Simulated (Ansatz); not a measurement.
# C4H10O3: the cost of one run

The runs use Ansatz 0.2.0, Gaussian basis; one geometry, several basis sets.

The runs, in order: PBE0-D4/def2-SVP; ωB97M-V/def2-SVP; PBE0-D4/def2-QZVPP; ωB97M-V/def2-QZVPP; the functionals' def2-TZVPP values are taken from earlier runs.

### 1 Structure used throughout

All runs share one geometry, relaxed beforehand with PBE0-D4 in a triple-zeta def2 set.

SMILES `OCCOCCO`, 17 atoms, charge 0, spin multiplicity 1.

Atoms are counted from 1 here; the program's logs count them from 0.

Bond lengths: O1–C2 1.407 Å, O1–H8 0.964 Å, C2–C3 1.513 Å, C2–H9 1.100 Å, C2–H10 1.093 Å, C3–O4 1.413 Å, C3–H11 1.099 Å, C3–H12 1.093 Å, O4–C5 1.406 Å, C5–C6 1.515 Å, C5–H13 1.101 Å, C5–H14 1.099 Å, C6–O7 1.409 Å, C6–H15 1.092 Å, C6–H16 1.098 Å, O7–H17 0.960 Å. Angles: C2–O1–H8 106.4°, O1–C2–C3 111.0°, O1–C2–H9 110.9°, O1–C2–H10 107.7°, C3–C2–H9 110.4°, C3–C2–H10 109.4°, H9–C2–H10 107.2°, C2–C3–O4 111.4°, C2–C3–H11 110.7°, C2–C3–H12 109.5°, O4–C3–H11 110.7°, O4–C3–H12 105.8°, H11–C3–H12 108.7°, C3–O4–C5 114.4°, O4–C5–C6 108.0°, O4–C5–H13 111.5°, O4–C5–H14 110.6°, C6–C5–H13 109.6° and more.

### 2 PBE0-D4 in def2-SVP

in.yaml reads:

```yaml
crystal:
  periodic: [false, false, false]
  atoms:
    - {symbol: O, position_ang: [-0.483108, -1.061399, -2.461664]}
    - {symbol: C, position_ang: [-0.036404, -1.759914, -1.325517]}
    - {symbol: C, position_ang: [-0.855664, -1.395302, -0.106628]}
    - {symbol: O, position_ang: [-0.852356, -0.000171, 0.118131]}
    - {symbol: C, position_ang: [0.308886, 0.484429, 0.745716]}
    - {symbol: C, position_ang: [0.108390, 1.958752, 1.029331]}
    - {symbol: O, position_ang: [1.225256, 2.518629, 1.680169]}
    - {symbol: H, position_ang: [-0.687301, -0.166522, -2.168461]}
    - {symbol: H, position_ang: [1.031207, -1.568747, -1.141489]}
    - {symbol: H, position_ang: [-0.143639, -2.828973, -1.528576]}
    - {symbol: H, position_ang: [-0.492101, -1.932120, 0.780611]}
    - {symbol: H, position_ang: [-1.900779, -1.666244, -0.275614]}
    - {symbol: H, position_ang: [1.197822, 0.348430, 0.110229]}
    - {symbol: H, position_ang: [0.492282, -0.051337, 1.687533]}
    - {symbol: H, position_ang: [-0.742746, 2.086775, 1.700702]}
    - {symbol: H, position_ang: [-0.128269, 2.483392, 0.094544]}
    - {symbol: H, position_ang: [1.958537, 2.550312, 1.060962]}
basis:
  gaussian: {orbitals: def2-SVP}
hamiltonian: {xc: pbe0, dispersion: d4}
output: {orbitals: {seedname: orbitals}}
```

Run with:

```
> ansatz run in.yaml --threads 2 --pin off --events-out ev --progress --plain --max-ram 32768MiB --backend cpu
```

What time and memory should one allow on 2 threads of AMD EPYC 7R13, shared host?

About 3.1 s, with a peak of 0.42 GiB.
